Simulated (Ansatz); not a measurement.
**F₂H₆OSi (built from SMILES F.F[SiH3].O): a barrier at many levels of theory**

Aim: the barrier and energy of one elementary step (Si1–O7 formed, F2–H8 formed, H6–F9 formed, Si1–F2 broken, H6–O7 broken, H8–F9 broken) from LDA up to coupled cluster, on fixed structures, to see where each rung fails.

Method: single points in def2-TZVPP on PBE0-D4/def2-TZVP structures; program: Ansatz 0.2.0, Gaussian basis.

Levels: SPW92, PBE-D4, BLYP-D4, r2SCAN-D4, B97M-V, PBE0-D4, B3LYP-D4, r2SCAN0-D4, BHLYP-D4, CAM-B3LYP-D4, wB97X-V, wB97M-V, B2PLYP, PBE-QIDH, RPA on PBE, Hartree-Fock, MP2, CCSD, CCSD(T). The reference is CCSD(T) at the basis limit, from triple and quadruple zeta. Zero-point energies come from PBE0-D4 vibrations.

Correlated methods freeze the cores. B3LYP uses VWN-RPA correlation. B2PLYP carries no dispersion term here.

33 further runs of the same task are left out: 33 set aside as unsound or not needed.

## 1. The three structures

Charge 0, multiplicity 1. The folders r, ts and p hold the start, the saddle and the end; their coordinates stand in the first inputs.

```csv
pair,r (Å),ts (Å),p (Å)
Si1–O7,2.902,1.784,1.684
F2–H8,1.691,1.154,0.939
H6–F9,1.966,1.256,0.963
Si1–F2,1.629,1.977,3.252
H6–O7,0.966,1.099,1.546
H8–F9,0.936,1.126,1.656
```

## 2. wB97M-V/def2-TZVPP

r/in.yaml reads:

```yaml
crystal:
  periodic: [false, false, false]
  atoms:
    - {symbol: Si, position_ang: [-0.664160, 0.317986, -1.332296]}
    - {symbol: F, position_ang: [0.166747, -1.016683, -0.907025]}
    - {symbol: H, position_ang: [0.224364, 1.491388, -1.262695]}
    - {symbol: H, position_ang: [-1.052275, 0.052281, -2.740042]}
    - {symbol: H, position_ang: [-1.878231, 0.424671, -0.500100]}
    - {symbol: H, position_ang: [0.789234, 0.151875, 1.682912]}
    - {symbol: O, position_ang: [0.130125, 0.805522, 1.416008]}
    - {symbol: H, position_ang: [1.169158, -1.474590, 0.375127]}
    - {symbol: F, position_ang: [1.659233, -1.535226, 1.169834]}
    - {symbol: H, position_ang: [-0.544297, 0.782978, 2.098176]}
basis:
  gaussian: {orbitals: def2-TZVPP}
hamiltonian: {xc: {name: wB97M-V}}
```

ts/in.yaml reads:

```yaml
crystal:
  periodic: [false, false, false]
  atoms:
    - {symbol: Si, position_ang: [-0.643378, 0.429936, -0.772622]}
    - {symbol: F, position_ang: [0.222576, -1.343644, -0.661136]}
    - {symbol: H, position_ang: [-1.140956, 1.847235, -0.602819]}
    - {symbol: H, position_ang: [0.053733, 0.509596, -2.070576]}
    - {symbol: H, position_ang: [-1.895988, -0.340200, -0.631598]}
    - {symbol: H, position_ang: [0.836591, -0.218902, 1.175391]}
    - {symbol: O, position_ang: [0.349047, 0.640669, 0.694293]}
    - {symbol: H, position_ang: [0.788702, -1.558173, 0.320894]}
    - {symbol: F, position_ang: [1.255843, -1.392829, 1.332357]}
    - {symbol: H, position_ang: [0.173728, 1.426510, 1.215718]}
basis:
  gaussian: {orbitals: def2-TZVPP}
hamiltonian: {xc: {name: wB97M-V}}
```

p/in.yaml reads:

```yaml
crystal:
  periodic: [false, false, false]
  atoms:
    - {symbol: Si, position_ang: [-0.826254, 0.827676, -0.676093]}
    - {symbol: F, position_ang: [0.701973, -2.038792, -0.825077]}
    - {symbol: H, position_ang: [-1.595624, 2.098771, -0.680157]}
    - {symbol: H, position_ang: [-0.000087, 0.750021, -1.900703]}
    - {symbol: H, position_ang: [-1.717467, -0.335173, -0.516104]}
    - {symbol: H, position_ang: [0.693323, -0.456391, 1.348639]}
    - {symbol: O, position_ang: [0.146081, 0.835882, 0.699237]}
    - {symbol: H, position_ang: [0.898618, -1.978763, 0.091308]}
    - {symbol: F, position_ang: [1.022472, -1.323333, 1.606552]}
    - {symbol: H, position_ang: [0.676863, 1.620302, 0.852299]}
basis:
  gaussian: {orbitals: def2-TZVPP}
hamiltonian: {xc: {name: wB97M-V}}
```

The command line of these runs was not kept.

After this run come: CCSD(T)/def2-TZVPP; MP2/def2-QZVPP; Vibrations of the start structure; Vibrations of the end structure.

Before running it: what results should come out? Wanted: barrier, CCSD(T)/CBS; reverse barrier, CCSD(T)/CBS; step energy, CCSD(T)/CBS; barrier with zero-point energy; step energy with zero-point energy; imaginary mode at the saddle; largest T1 diagnostic.

As calculated:

| quantity | value |
| --- | --- |
| barrier, CCSD(T)/CBS | 91.1 kJ/mol |
| reverse barrier, CCSD(T)/CBS | 67.5 kJ/mol |
| step energy, CCSD(T)/CBS | +23.6 kJ/mol |
| barrier with zero-point energy | 86.7 kJ/mol |
| step energy with zero-point energy | +23.1 kJ/mol |
| imaginary mode at the saddle | 531i cm⁻¹ |
| largest T1 diagnostic | 0.011 |

**Reading.** Among the functionals B97M-V lands nearest to CCSD(T)/CBS (-2.2 kJ/mol) and SPW92 farthest (-91.1 kJ/mol). By rung, the mean size of the error is: LDA 91.1, GGA 25.6, meta-GGA 15.1, hybrid 14.1, range-separated hybrid 14.0, double hybrid 9.6 kJ/mol. PBE-D4 gives a barrier 35.1 kJ/mol too low, outside chemical accuracy (1 kcal/mol, 4.2 kJ/mol). Every functional without exact exchange puts the barrier too low, the usual mark of self-interaction error, which favours the spread-out density of a saddle. The barrier rises with the share of exact exchange, from BLYP-D4 through B3LYP-D4 to BHLYP-D4 (-16.0, -9.7, +4.6 kJ/mol). Hartree-Fock, with no correlation, is off by +59.6 kJ/mol. Zero-point motion lowers the barrier by 4.4 kJ/mol.
